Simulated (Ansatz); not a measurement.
# LuSb: the cost of one run

Computed with Ansatz 0.2.0 (reference: DFT, HSE06, plane waves, PAW, unless a step's input says otherwise).

6 further runs of the same task are left out: 6 that didn't finish.

## Step 1: The structure to begin with

Symmetry: Pm-3m, No. 221, cubic system. The conventional cell has a = 3.731 Å, b = 3.731 Å, c = 3.731 Å, α = 90.00°, β = 90.00°, γ = 90.00°. Lu (site symmetry m-3m) has 8 Sb at 3.23 Å as nearest neighbours. Sb (site symmetry m-3m) is surrounded by 8 Lu at 3.23 Å.

Structure file:

```
CELL_PARAMETERS angstrom
3.73115 0.00000 0.00000
0.00000 3.73115 0.00000
0.00000 0.00000 3.73115
ATOMIC_POSITIONS crystal
Lu 0.00000 0.00000 0.00000
Sb 0.50000 0.50000 0.50000
```

## Step 2: Baseline

input.yaml reads:

```yaml
crystal:
  lattice:
    - [3.7311542711, 0.0, 0.0]
    - [0.0, 3.7311542711, 0.0]
    - [0.0, 0.0, 3.7311542711]
  atoms:
    - { symbol: Lu, position: [0.0, 0.0, 0.0] }
    - { symbol: Sb, position: [0.5, 0.5, 0.5] }
kpoints:
  mp_grid: { grid: [4, 4, 4] }
hamiltonian:
  xc: hse06
scf:
  occupations: { method: fermi_dirac, width: 0.02 }
  n_extra_bands: 4
output:
  forces: true
  stress: true
  eigenvalues: true
```

Launch:

```bash
> ansatz run input.yaml --threads 4 --pin off --max-ram 3686MiB --backend cpu --events-out ev --progress --plain --runs-dir out
```

**Question.** How long does this run take on 4 threads of an x86-64 CPU, shared host, and how much memory does it need?

About 57 s, with a peak of 0.91 GiB.
